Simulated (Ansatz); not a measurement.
# C2H7NSi2: the cost of one run

Program: Ansatz 0.2.0. Level of theory: RKS r2SCAN/STO-3G. These are calculated values, not measurements.

### Step 1. Starting point

Bond lengths: C1–N2 1.240 Å, N2–Si3 1.733 Å, Si3–C4 1.874 Å, C1–Si5 1.883 Å, C4–Si5 1.937 Å, C1–H6 1.163 Å, Si3–H7 1.533 Å, Si3–H8 1.470 Å, C4–H9 1.027 Å, C4–H10 1.055 Å, Si5–H11 1.465 Å, Si5–H12 1.480 Å. Angles (14 of 22 angles, heavy atoms first): C1–N2–Si3 109.6°, N2–C1–Si5 120.7°, N2–Si3–C4 110.6°, Si3–C4–Si5 93.8°, C1–Si5–C4 99.3°, N2–C1–H6 122.0°, Si5–C1–H6 117.2°, N2–Si3–H7 110.2°, N2–Si3–H8 110.5°, C4–Si3–H7 107.7°, C4–Si3–H8 109.9°, Si3–C4–H9 113.1°, Si3–C4–H10 111.7°, Si5–C4–H9 110.9°.

As a file:

```xyz
12

C    -1.4668    0.2348    0.6930
N    -0.7444   -0.0905    1.6466
Si    0.8212   -0.5458    1.0598
C     1.1113    0.1497   -0.6563
Si   -0.7782    0.2881   -1.0589
H    -2.5595    0.6028    0.8455
H     1.9138    0.0114    1.9797
H     0.9554   -2.0096    1.0353
H     1.5737   -0.5156   -1.2880
H     1.5311    1.1169   -0.6193
H    -1.2481   -0.8607   -1.8369
H    -1.0325    1.5634   -1.7665
```

### Step 2. Relaxing end A

input.yaml reads:

```yaml
crystal:
  periodic: [false, false, false]
  atoms:
    - { symbol: C, position_ang: [-1.4668, 0.2348, 0.693] }
    - { symbol: "N", position_ang: [-0.7444, -0.0905, 1.6466] }
    - { symbol: Si, position_ang: [0.8212, -0.5458, 1.0598] }
    - { symbol: C, position_ang: [1.1113, 0.1497, -0.6563] }
    - { symbol: Si, position_ang: [-0.7782, 0.2881, -1.0589] }
    - { symbol: H, position_ang: [-2.5595, 0.6028, 0.8455] }
    - { symbol: H, position_ang: [1.9138, 0.0114, 1.9797] }
    - { symbol: H, position_ang: [0.9554, -2.0096, 1.0353] }
    - { symbol: H, position_ang: [1.5737, -0.5156, -1.288] }
    - { symbol: H, position_ang: [1.5311, 1.1169, -0.6193] }
    - { symbol: H, position_ang: [-1.2481, -0.8607, -1.8369] }
    - { symbol: H, position_ang: [-1.0325, 1.5634, -1.7665] }
basis:
  gaussian: { orbitals: STO-3G }
hamiltonian:
  xc: r2scan
relax:
  f_tol: 0.02
  max_steps: 50
output:
  orbitals: {}
```

Started as:

```
$ ansatz run input.yaml --threads 1 --pin off --max-ram 2048MiB --backend cpu --events-out ev --progress --plain --runs-dir out
```

**Question.** How long does this run take on 1 thread of Intel Xeon 6975P-C (Granite Rapids), shared host, and how much memory does it need?

About 29 s, with a peak of 0.16 GiB.
